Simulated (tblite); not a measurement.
## LuGaN₂: one setting at a time in tblite

Simulated with tblite 0.8.0. This is a test of settings. The cell was built from a prototype and was relaxed with r2SCAN in plane waves (Ansatz 0.2.0). It may be hypothetical. All runs are without spin polarisation.

The symmetry is R-3m (No. 166, trigonal); a = 3.218 Å, c = 15.201 Å in the conventional setting, 11.36 Å³ an atom. Ga is surrounded by 6 N at 2.20 Å; Lu is surrounded by 6 N at 2.30 Å; N is surrounded by 3 Ga at 2.20 Å and 3 Lu at 2.30 Å.

The base run uses GFN2-xTB on a cluster of 108 atoms.

```python
import json
from ase import Atoms
from ase.build import make_supercell
from ase.units import Bohr, GPa, Hartree
from tblite.interface import Calculator

atoms = Atoms(['Ga', 'Lu', 'N', 'N'],
              cell=[[1.60905325, 0.92898733, 5.06700068], [-1.60905325, 0.92898733, 5.06700068], [0.0, -1.85797466, 5.06700068]],
              scaled_positions=[[1.0, 0.0, 0.0], [0.5, 0.5, 0.5], [0.256382637, 0.256382637, 0.256382637], [0.743617363, 0.743617363, 0.743617363]],
              pbc=True)
cluster = make_supercell(atoms, [[3, -3, 0], [0, 3, -3], [1, 1, 1]])
calc = Calculator('GFN2-xTB', cluster.numbers, cluster.positions / Bohr, lattice=cluster.cell[:] / Bohr, periodic=cluster.pbc)
calc.set('temperature', 0.02 / Hartree)
calc.set('max-iter', 150)
res = calc.singlepoint()
levels = res.get('orbital-energies') * Hartree
nv = round(res.get('orbital-occupations').sum() / 2)
cells = len(cluster) // len(atoms)
out = {'energy_per_cell': res.get('energy') * Hartree / cells, 'homo': levels[nv - 1], 'lumo': levels[nv],
       'stress': (-res.get('virial') * Hartree / cluster.get_volume() / GPa).tolist(), 'charges': res.get('charges')[:len(atoms)].tolist(), 'electrons': 2 * nv / cells}
json.dump(out, open('results.json', 'w'))
for key, value in out.items():
    print(key, value)
```

Command: `python run.py`. It took 29 s on 1 thread of Arm Neoverse V2, with other jobs on the host, peak memory 0.16 GiB.

It converged with a gap of 1.08 eV and a pressure of -9.60 GPa (positive in compression). xTB was fitted to molecules, so gaps, charges and pressures of solids can be far off.

Each further run moved one setting: accuracy (scale of the thresholds); mixer-damping (damping of the charge mixer); charge (charge of the whole cluster); cluster (size of the cluster in conventional cells). Changes are from the base run, which isn't itself converged in every setting; energies of another Hamiltonian, functional, basis or charge aren't compared, and those at a high electronic temperature are mostly its entropy term.

| setting | how it ended | gap change (eV) | energy change (meV/atom) | pressure change (GPa) | time (s) |
| --- | --- | --- | --- | --- | --- |
| accuracy = 0.01 | not converged | – | – | – | 42 |
| mixer-damping = 0.7 | not converged | – | – | – | 42 |
| charge = 2.0 (poor on purpose) | converged | – | – | – | 35 |
| cluster = 1x1x1 (poor on purpose) | not converged | – | – | – | 2.3 |

With accuracy = 0.01 the cycle ended unconverged. With mixer-damping = 0.7 the cycle ended unconverged. With cluster = 1x1x1 the cycle ended unconverged.

The end of the log, shortened, for accuracy = 0.01:

```
    142     -222.6809790642   2.1688606E-10   1.0092577E-05
    143     -222.6809790640   1.8894752E-10   1.0870691E-05
    144     -222.6809790650  -1.0236363E-09   6.0442163E-06
    145     -222.6809790648   1.8553692E-10   6.6412823E-06
    146     -222.6809790648   3.8966164E-11   5.9226661E-06
    147     -222.6809790650  -2.1140067E-10   4.9106904E-06
    148     -222.6809790649   8.9386276E-11   5.1161127E-06
    149     -222.6809790650  -1.3668000E-10   4.2480403E-06
    150     -222.6809790651  -1.0888357E-10   3.9631660E-06
------------------------------------------------------------
 total:                                  41.695 sec
tblite.exceptions.TBLiteRuntimeError: SCF not converged in 150 cycles
```

Spin-orbit coupling is left out.
